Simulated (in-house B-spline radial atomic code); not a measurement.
# Cd⁴⁺: ionisation energy by several methods

An exercise on one series of results from a longer session: the logs are not shown, and one member is left open.

Program: in-house B-spline radial atomic code version 1. Level of theory: Dirac-Coulomb, several functionals; spherical all-electron atom at the radial basis limit. These are calculated values, not measurements, unless marked.

### The system

- element: cadmium (Z = 48)
- charge: +4
- electrons: 44
- configuration: [Kr] 4d8
- nucleus: Fermi, rms radius 4.609 fm

The outer shells:

[Kr] 4d8
```
[Kr] core
4d [↑↓][↑↓][↑↓][↑ ][↑ ]
```

The boxes only draw the filling; these runs are spin-restricted and spherical.

The first run:

Settings of the run:

```ini
Z = 48
electrons = 44.0
configuration = [Kr] 4d8
hamiltonian = dirac
method = pw91,pw91
spin_polarised = False
nucleus = fermi
rms_radius = 4.6087
mass_number = 114
atomic_mass = 113.903364998
speed_of_light = 137.035999084
```

Steps of the session up to this table: PW91, a GGA; OLYP, a GGA; AM05, a GGA; RPBE, a GGA; BLYP, a GGA; PBEsol, a GGA.

One of the session's tables, all rows but one given; the rest of the session is left out.

```
method  ΔSCF (eV)  with Breit, QED, recoil (eV)
  PW91     71.421                        71.429
  OLYP     71.619                        71.628
  AM05     71.304                        71.312
  RPBE     71.275                        71.283
  BLYP          ?                             ?
PBEsol     71.301                        71.309
```

Estimate the missing values for BLYP.

As computed: ΔSCF (eV): 71.164; with Breit, QED, recoil (eV): 71.172. In the column «ΔSCF (eV)» it is the lowest.
